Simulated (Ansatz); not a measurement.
# C2H3BF: the cost of one run

Method: UKS PBE0/def2-SVP, in Ansatz 0.2.0.

## (1) Starting point

Bond lengths: B1–C2 1.428 Å, C2–C3 1.372 Å, C3–F4 1.355 Å, B1–H5 1.144 Å, C2–H6 1.092 Å, C3–H7 1.075 Å. Angles: B1–C2–C3 135.0°, B1–C2–H6 112.4°, C3–C2–H6 112.7°, C2–B1–H5 175.5°, C2–C3–F4 120.4°, C2–C3–H7 126.8°, F4–C3–H7 112.8°.

Structure file:

```xyz
7

B    -0.9692    0.7823   -0.9058
C    -0.0491    0.3523    0.0975
C     0.5897   -0.8269    0.3853
F     1.4311   -0.9102    1.4439
H    -1.7134    1.2053   -1.6653
H     0.2070    1.1514    0.7964
H     0.5039   -1.7542   -0.1520
```

## (2) End point A

Contents of input.yaml:

```yaml
crystal:
  periodic: [false, false, false]
  atoms:
    - { symbol: B, position_ang: [-0.96918, 0.78232, -0.9058] }
    - { symbol: C, position_ang: [-0.04915, 0.35227, 0.09746] }
    - { symbol: C, position_ang: [0.58971, -0.82691, 0.3853] }
    - { symbol: F, position_ang: [1.43106, -0.91024, 1.44394] }
    - { symbol: H, position_ang: [-1.71339, 1.20535, -1.66531] }
    - { symbol: H, position_ang: [0.20704, 1.15139, 0.79637] }
    - { symbol: H, position_ang: [0.50392, -1.75418, -0.15197] }
magnetization:
  spin_polarized: true
  initial_magnetization: 1
basis:
  gaussian: { orbitals: def2-SVP }
hamiltonian:
  xc: pbe0
relax:
  f_tol: 0.02
  max_steps: 50
output:
  orbitals: {}
```

Started as:

```console
$ ansatz run input.yaml --threads 2 --pin off --max-ram 3072MiB --backend cpu --events-out ev --progress --plain --runs-dir out
```

What time and memory should one allow on 2 threads of Intel Xeon Platinum 8488C (Sapphire Rapids), shared host?

About 58 s, with a peak of 0.19 GiB.
